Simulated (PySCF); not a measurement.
**B₃H₈NSi: electronic excitations and core binding energies**

What electronic excitations and core binding energies should B₃H₈NSi (`BN(B)B[SiH3]`) show?

The runs use PySCF 2.14.0, with density-fitted response routines of our own; the level of theory stands in each step. All values are computed, except where a source is named. Atoms count from 0, in the outputs and in this text.

## Step 1: The starting structure

13 atoms, charge 0, multiplicity 1; geometry from: GFN2-xTB.

Bonds of the start (Å): B0–N1 1.44, N1–B2 1.43, N1–B3 1.44, B3–Si4 1.96, B0–H5 1.17, B0–H6 1.17, B2–H7 1.17, B2–H8 1.17, B3–H9 1.18, Si4–H10 1.47, Si4–H11 1.47, Si4–H12 1.47.

## Step 2: TDDFT and polarisability: CAM-B3LYP/def2-SVPD

The job: settings as JSON, then the geometry in Å.

```
{"job": {"kind": "uv", "xc": "CAM-B3LYP", "basis": "def2-SVPD", "nstates": 8, "ntriplets": 3}, "charge": 0, "multiplicity": 1}
B      1.394540    -1.760032    -0.188779
N      0.706274    -0.518580     0.022677
B      1.461547     0.689079     0.174604
B     -0.735275    -0.516028     0.085956
Si    -1.847894     1.098028    -0.037688
H      0.793374    -2.763318    -0.205240
H      2.551802    -1.761153    -0.355029
H      2.628695     0.652889     0.107380
H      0.915019     1.700991     0.390498
H     -1.245494    -1.570435     0.200001
H     -1.471640     2.051275    -1.095744
H     -3.263828     0.802685    -0.317455
H     -1.891507     1.895084     1.201089
```

With the program's defaults for keys left out, this is: TDDFT CAM-B3LYP/def2-SVPD, vertical, gas phase, core orbitals frozen in the response.

Run with:

```console
OMP_NUM_THREADS=1 python probes_run.py task.json out
```

The driver reads the jobs from task.json and runs them one after another.

What it wrote:

```text
coarse grid: 10904 points
cycle   1  E = -423.2821328687  dE =  2.347e-01  |g| = 3.071e-01  |ddm| = 5.563e+00
cycle   2  E = -423.2912536786  dE = -9.121e-03  |g| = 2.946e-01  |ddm| = 1.021e+00
cycle   3  E = -423.3089318406  dE = -1.768e-02  |g| = 4.925e-02  |ddm| = 3.692e-01
cycle   4  E = -423.3095689035  dE = -6.371e-04  |g| = 9.096e-03  |ddm| = 1.388e-01
cycle   5  E = -423.3095988620  dE = -2.996e-05  |g| = 1.775e-03  |ddm| = 2.639e-02
cycle   6  E = -423.3096000356  dE = -1.174e-06  |g| = 5.001e-04  |ddm| = 7.061e-03
final grid: 99520 points
cycle   7  E = -423.3697474349  dE = -2.155e-05  |g| = 3.812e-03  |ddm| = 9.680e-02
cycle   8  E = -423.3697460828  dE =  1.352e-06  |g| = 4.739e-03  |ddm| = 1.084e-02
cycle   9  E = -423.3697507332  dE = -4.650e-06  |g| = 1.420e-04  |ddm| = 4.716e-03
cycle  10  E = -423.3697507408  dE = -7.595e-09  |g| = 7.094e-05  |ddm| = 7.722e-04
cycle  11  E = -423.3697507423  dE = -1.582e-09  |g| = 1.318e-05  |ddm| = 2.044e-04
cycle  12  E = -423.3697507424  dE = -6.798e-11  |g| = 4.207e-06  |ddm| = 3.621e-05
converged SCF energy = -423.3697507424

Static polarisability (au): isotropic 76.479, principal 58.759 77.650 93.027

Singlet excitations
state   eV       nm        f      main configurations
  1   4.7276    262.3   0.00509   H->L 0.95
  2   5.9246    209.3   0.00164   H->L+1 0.39, H-1->L+1 0.17, H-3->L+1 0.14
  3   6.0673    204.3   0.00181   H-1->L 0.28, H-4->L+1 0.21, H-3->L 0.17
  4   6.3053    196.6   0.01219   H->L+1 0.40, H-1->L 0.23, H-4->L 0.08
  5   6.4314    192.8   0.00779   H-1->L 0.31, H-3->L 0.21, H-4->L+1 0.13
  6   6.7202    184.5   0.06292   H-2->L 0.55, H-4->L 0.24
  7   6.8692    180.5   0.03606   H-2->L 0.27, H-4->L+1 0.22, H-4->L 0.17
  8   6.9595    178.2   0.04513   H-3->L 0.50, H-4->L 0.19, H-4->L+1 0.16

Triplet excitations (Tamm-Dancoff, eV): 3.9721 5.3576 5.5638
```

Wall time 35 s (1 thread of Arm Neoverse N1, shared host); peak memory 0.74 GiB.

Frontier orbitals and where they lie:

| orbital | eV | atoms |
| --- | --- | --- |
| HOMO−3 | -11.06 | Si4 17 %, B2 15 %, H11 12 % |
| HOMO−2 | -10.93 | Si4 33 %, H10 22 %, H12 16 % |
| HOMO−1 | -10.63 | Si4 28 %, H11 22 %, B2 10 % |
| HOMO | -9.77 | B3 32 %, Si4 27 %, H9 11 % |
| LUMO | -1.06 | B3 40 %, Si4 14 %, N1 12 % |
| LUMO+1 | -0.55 | B0 34 %, B2 26 %, N1 14 % |
| LUMO+2 | 1.04 | B3 25 %, B2 20 %, B0 19 % |

With each of the 8 states as a Gaussian band of 0.4 eV half-width at 1/e, the curve within the window shown has maxima at 262 nm (ε 210), 182 nm (ε 5,700) L/(mol cm). Beyond the last state computed it falls off for lack of states. The curve at chosen wavelengths:

| nm | ε (L/mol/cm) |
| --- | --- |
| 171 | 2024 |
| 176 | 4231 |
| 181 | 5611 |
| 186 | 5197 |
| 192 | 3386 |
| 197 | 2017 |
| 202 | 1132 |
| 207 | 616 |
| 212 | 324 |
| 217 | 162 |
| 223 | 67 |
| 228 | 36 |
| 233 | 33 |
| 238 | 51 |
| 243 | 85 |
| 248 | 128 |
| 254 | 177 |
| 259 | 201 |
| 264 | 205 |
| 269 | 190 |
| 274 | 161 |
| 279 | 126 |
| 285 | 86 |
| 290 | 58 |
| 295 | 38 |
| 300 | 23 |

Ground-state properties from the same run:

| property | computed |
| --- | --- |
| dipole moment (D) | 0.79 |
| polarisability (Å³) | 11.33 |
| HOMO–LUMO gap (eV) | 8.72 |
| −ε(HOMO) (eV) | 9.77 |

## Step 3: Core holes by ΔSCF: SCAN, X2C

Same as in step 2 but for these lines:

```diff
@@ -1,2 +1,2 @@
-{"job": {"kind": "uv", "xc": "CAM-B3LYP", "basis": "def2-SVPD", "nstates": 8, "ntriplets": 3}, "charge": 0, "multiplicity": 1}
+{"job": {"kind": "xps"}, "charge": 0, "multiplicity": 1}
 B      1.394540    -1.760032    -0.188779
```

With the program's defaults for keys left out, this is: delta-SCF UKS SCAN, pcX-2 on the ionised atom, pcseg-1 elsewhere, spin-free X2C.

What it wrote:

```text
ground state, core basis on atom 0 (B), 145 functions
  cycle   1  E = -424.09565452  |g| = 3.33e-01
  cycle   2  E = -424.06820319  |g| = 4.85e-01
  cycle   3  E = -424.12274499  |g| = 7.94e-02
  cycle   4  E = -424.12437747  |g| = 1.17e-02
  cycle   5  E = -424.12440884  |g| = 5.43e-03
  cycle   6  E = -424.12442031  |g| = 1.13e-03
  cycle   7  E = -424.12441814  |g| = 3.32e-04
  E(ground) = -424.16252528 Eh
hole in B 1s of atom 0
  cycle   1  E = -416.49736353  |g| = 1.15e+00
  cycle   2  E = -414.37617916  |g| = 1.89e+00
  cycle   3  E = -416.72285660  |g| = 4.79e-01
  cycle   4  E = -416.88830932  |g| = 2.00e-01
  cycle   5  E = -416.88347398  |g| = 2.17e-01
  cycle   6  E = -416.90729948  |g| = 2.88e-02
  cycle   7  E = -416.90788674  |g| = 1.66e-02
  cycle   8  E = -416.90814436  |g| = 8.01e-03
  cycle   9  E = -416.90824719  |g| = 5.61e-03
  cycle  10  E = -416.90829774  |g| = 4.84e-03
  cycle  11  E = -416.90834212  |g| = 2.13e-03
  cycle  12  E = -416.90835339  |g| = 1.17e-03
  cycle  13  E = -416.90835554  |g| = 5.07e-04
  cycle  14  E = -416.90835545  |g| = 1.88e-04
  E(ion) = -416.94668990 Eh   <S^2> = 0.8969   hole on atom = 1.000   binding energy = 196.353 eV
ground state, core basis on atom 1 (N), 145 functions
  cycle   1  E = -424.14359565  |g| = 7.16e-02
  cycle   2  E = -424.14360169  |g| = 6.25e-03
  cycle   3  E = -424.14359733  |g| = 6.99e-03
  cycle   4  E = -424.14361319  |g| = 5.74e-04
  cycle   5  E = -424.14361387  |g| = 1.60e-04
  E(ground) = -424.17854472 Eh
hole in N 1s of atom 1
  cycle   1  E = -408.53570887  |g| = 1.87e+00
  cycle   2  E = -407.71924544  |g| = 2.15e+00
  cycle   3  E = -409.17728074  |g| = 4.14e-01
  cycle   4  E = -409.23662765  |g| = 1.43e-01
  cycle   5  E = -409.24976367  |g| = 5.18e-02
  cycle   6  E = -409.25158709  |g| = 7.05e-03
  cycle   7  E = -409.25161652  |g| = 2.20e-03
  cycle   8  E = -409.25161922  |g| = 8.46e-04
  cycle   9  E = -409.25162083  |g| = 1.63e-04
  E(ion) = -409.28470649 Eh   <S^2> = 0.7657   hole on atom = 1.000   binding energy = 405.282 eV
ground state, core basis on atom 3 (B), 145 functions
  cycle   1  E = -424.12369803  |g| = 4.82e-02
  cycle   2  E = -424.12360129  |g| = 2.90e-02
  cycle   3  E = -424.12373184  |g| = 1.94e-02
  cycle   4  E = -424.12382699  |g| = 4.35e-03
  cycle   5  E = -424.12383232  |g| = 6.51e-04
  cycle   6  E = -424.12383439  |g| = 8.89e-05
  E(ground) = -424.16190780 Eh
hole in B 1s of atom 3
  cycle   1  E = -416.48924263  |g| = 1.16e+00
  cycle   2  E = -414.50292991  |g| = 2.02e+00
  cycle   3  E = -416.77737165  |g| = 4.41e-01
  cycle   4  E = -416.90304034  |g| = 1.35e-01
  cycle   5  E = -416.91060157  |g| = 6.91e-02
  cycle   6  E = -416.91226898  |g| = 4.05e-02
  cycle   7  E = -416.91315889  |g| = 6.83e-03
  cycle   8  E = -416.91321193  |g| = 2.67e-03
  cycle   9  E = -416.91322263  |g| = 2.16e-03
  cycle  10  E = -416.91322888  |g| = 6.90e-04
  cycle  11  E = -416.91322952  |g| = 1.96e-04
  E(ion) = -416.95152355 Eh   <S^2> = 0.7950   hole on atom = 1.000   binding energy = 196.205 eV
ground state, core basis on atom 4 (Si), 156 functions
  cycle   1  E = -424.22206269  |g| = 2.85e-01
  cycle   2  E = -424.22213109  |g| = 2.98e-02
  cycle   3  E = -424.22214021  |g| = 1.98e-02
  cycle   4  E = -424.22218327  |g| = 5.02e-03
  cycle   5  E = -424.22218850  |g| = 9.85e-04
  cycle   6  E = -424.22218702  |g| = 1.68e-04
  E(ground) = -424.21822023 Eh
hole in Si 1s of atom 4
  cycle   1  E = -355.32090905  |g| = 4.35e+00
  cycle   2  E = -355.55675525  |g| = 2.04e+00
  cycle   3  E = -356.15303593  |g| = 6.15e-01
  cycle   4  E = -356.32743701  |g| = 3.12e-01
  cycle   5  E = -356.37164187  |g| = 1.36e-01
  cycle   6  E = -356.38016067  |g| = 2.31e-02
  cycle   7  E = -356.38031552  |g| = 1.31e-02
  cycle   8  E = -356.38041916  |g| = 3.02e-03
  cycle   9  E = -356.38042496  |g| = 7.89e-04
  cycle  10  E = -356.38042480  |g| = 1.49e-04
  E(ion) = -356.38330794 Eh   <S^2> = 0.7522   hole on atom = 1.000   binding energy = 1845.882 eV
hole in Si 2p of atom 4
  cycle   1  E = -419.97742308  |g| = 1.23e+00
  cycle   2  E = -419.94927256  |g| = 9.88e-01
  cycle   3  E = -420.26890887  |g| = 2.31e-01
  cycle   4  E = -420.29119086  |g| = 1.40e-01
  cycle   5  E = -420.30004283  |g| = 3.72e-02
  cycle   6  E = -420.30072859  |g| = 8.84e-03
  cycle   7  E = -420.30076507  |g| = 3.36e-03
  cycle   8  E = -420.30077314  |g| = 5.88e-04
  cycle   9  E = -420.30077313  |g| = 1.97e-04
  E(ion) = -420.30770044 Eh   <S^2> = 0.7519   hole on atom = 1.002   binding energy = 106.411 eV
  2p3/2 = 106.224 eV   2p1/2 = 106.848 eV
```

It took 87 s on 1 thread of Arm Neoverse N1, shared host; peak memory 0.63 GiB.

Binding energies by hole, beside the orbital energy of the ground state; the difference holds orbital relaxation and, for a density functional, its self-interaction error:

| hole | stands for | environment | ΔSCF (eV; 2p as the shell's mean) | −ε (eV) | ⟨S²⟩ |
| --- | --- | --- | --- | --- | --- |
| B1s on B0 | B0, B2 | boron bonded to N, 2 H | 196.35 (doubtful) | 180.6 | 0.897 |
| N1s on N1 | N1 | nitrogen bonded to 3 B | 405.28 | 386.6 | 0.766 |
| B1s on B3 | B3 | boron bonded to N, Si, H | 196.20 | 180.8 | 0.795 |
| Si1s on Si4 | Si4 | silicon bonded to B, 3 H | 1845.88 | 1792.7 | 0.752 |
| Si2p on Si4 | Si4 | silicon bonded to B, 3 H | 106.43 | 95.6 | 0.752 |

Each hole run stands for the others of its class of like atoms.

Doubtful: the ion did not converge, its hole moved, or its ⟨S²⟩ is well above 0.75.

With the spin-orbit splitting: Si4 2p3/2 106.22, 2p1/2 106.85 eV. The table gives each 2p level as the mean over the whole 2p shell (two parts 2p3/2, one part 2p1/2), which differs a little from the single hole in the log.

## Step 4: Outcome

```
                                                    quantity                        value
                        lowest singlet (CAM-B3LYP/def2-SVPD)  4.73 eV (262 nm), f = 0.005
                    brightest single state of those computed  state 6, 6.72 eV, f = 0.063
                                              lowest triplet                      3.97 eV
                            N1s binding energies, SCAN/pcX-2                 N1 405.28 eV
B1s binding energies, SCAN/pcX-2 (standing for 1 of 3 atoms)                 B3 196.20 eV
                           Si1s binding energies, SCAN/pcX-2               Si4 1845.88 eV
                           Si2p binding energies, SCAN/pcX-2                Si4 106.43 eV
```

**Reading.** The first singlet state (HOMO→LUMO 0.95) lies at 4.73 eV and is weak; of the 8 states computed, the strongest absorption comes from state 6 at 6.72 eV (the last state computed is bright too, and its partners may lie past the list). The lowest triplet lies 0.76 eV below the lowest singlet (triplets in Tamm-Dancoff, singlets in full TDDFT).
